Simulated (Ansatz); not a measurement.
**EuMn3 (AuCu3 type): other levels of theory at one geometry**

Aim: keep the cell of EuMn3 (AuCu3 type) fixed and change the level of theory, to see how the gap, the moments and the pressure move. The cell was built by placing the elements on the sites of a structure type; the runs don't test whether it is the stable form.

Computed with Ansatz 0.2.0 (DFT at several levels, plane waves, PAW, unless a step's input says otherwise).

2 further runs of the same task are left out: 2 that didn't finish. Runs told in other sessions of the task aren't counted.

## (1) The structure to begin with

The structure is cubic, space group Pm-3m (No. 221). The conventional cell has a = 4.199 Å, b = 4.199 Å, c = 4.199 Å, α = 90.00°, β = 90.00°, γ = 90.00°. Eu (site symmetry m-3m) has 12 Mn at 2.97 Å in its first shell of neighbours. Around Mn (site symmetry 4/mmm) lie 4 Eu at 2.97 Å and 8 Mn at 2.97 Å.

As a file:

```xyz
4
Lattice="4.1993 0.0000 0.0000 0.0000 4.1993 0.0000 0.0000 0.0000 4.1993" Properties=species:S:1:pos:R:3 pbc="T T T"
Eu    0.0000    0.0000    0.0000
Mn    0.0000    2.0996    2.0996
Mn    2.0996    2.0996    0.0000
Mn    2.0996    0.0000    2.0996
```

This cell comes from an earlier session at PBE+U (U_eff = 6 eV on Eu 4f): 18.512 Å³/atom at -0.03 GPa, on a 8×8×8 mesh, no gap, spin moments in the atoms' spheres Eu 6.84; Mn -3.54 μB. The large moments point both ways.

Levels to run: PBE+U with U = 2 eV on Eu 4f; PBE+U with U = 3 eV on Eu 4f. Hardware: 2 threads of Arm Neoverse V2, shared host.

## (2) PBE+U with U = 2 eV on Eu 4f

input.yaml reads:

```yaml
crystal:
  lattice:
    - [4.1992630763, 0.0, 0.0]
    - [0.0, 4.1992630763, 0.0]
    - [0.0, 0.0, 4.1992630763]
  atoms:
    - { symbol: Eu, position: [0.0, 0.0, 0.0], spin: 7.52 }
    - { symbol: Mn, position: [0.0, 0.5, 0.5], spin: -3.9 }
    - { symbol: Mn, position: [0.5, 0.5, 0.0], spin: -3.9 }
    - { symbol: Mn, position: [0.5, 0.0, 0.5], spin: -3.9 }
basis:
  ecutwfc: 420
  ecutrho_ratio: 4
kpoints:
  mp_grid: { grid: [8, 8, 8] }
hamiltonian:
  xc: pbe
  hubbard: { sites: [{ species: Eu, l: f, u_eff: 2.0 }] }
scf:
  occupations: { method: gaussian, width: 0.05 }
  lower_state_search: "off"
output:
  forces: true
  stress: true
  eigenvalues: true
  populations: true
  hubbard: { sites: [{ species: Eu, l: f }] }
  dos: { projected: true, de: 0.02 }
magnetization:
  spin_polarized: true
checkpoint:
  read: start.run
  write: ck
  compress: false
  write_wavefunctions: false
  write_every: 100000
```

start.run holds the state of a PBE+U run on this cell.

On the command line:

```bash
ansatz run input.yaml --threads 2 --pin off --max-ram 2662MiB --backend cpu --events-out ev --progress --plain --runs-dir out
```

Further steps of the session: PBE+U with U = 3 eV on Eu 4f; Seeding on a coarse mesh: PBE+U+SOC with U = 6 eV on Eu 4f, moments along [001].

Q: Predict the outcome of this session. Wanted: for each run, pressure; largest spin moment.

**Answer**, as computed:

| level | mesh | gap on the mesh (eV) | pressure (GPa) | largest spin moment (μB) | time |
| --- | --- | --- | --- | --- | --- |
| PBE+U with U = 2 eV on Eu 4f | 8×8×8 | metal | -2.0 | 6.69 | 14 s* |
| PBE+U with U = 3 eV on Eu 4f | 8×8×8 | metal | -1.4 | 6.73 | 18 s* |
| PBE+U with U = 6 eV on Eu 4f | 8×8×8 | metal | 0.0 | 6.84 | 51 s* |

Times are on 2 threads of Arm Neoverse V2, shared host, seeding runs included; some runs start from a saved state, which makes them quicker. * Includes bands or densities of states.

The pressure runs from -2.0 GPa (PBE+U with U = 2 eV on Eu 4f) to 0.0 GPa (PBE+U with U = 6 eV on Eu 4f); a negative pressure means that level wants a smaller cell, a positive one a larger cell. Every level gives a metal. Runs that start from the base's state can stay on it, so another U may have a lower state that wasn't reached. No level here includes spin–orbit coupling. Total energies of different levels have different zeros and can't be compared.
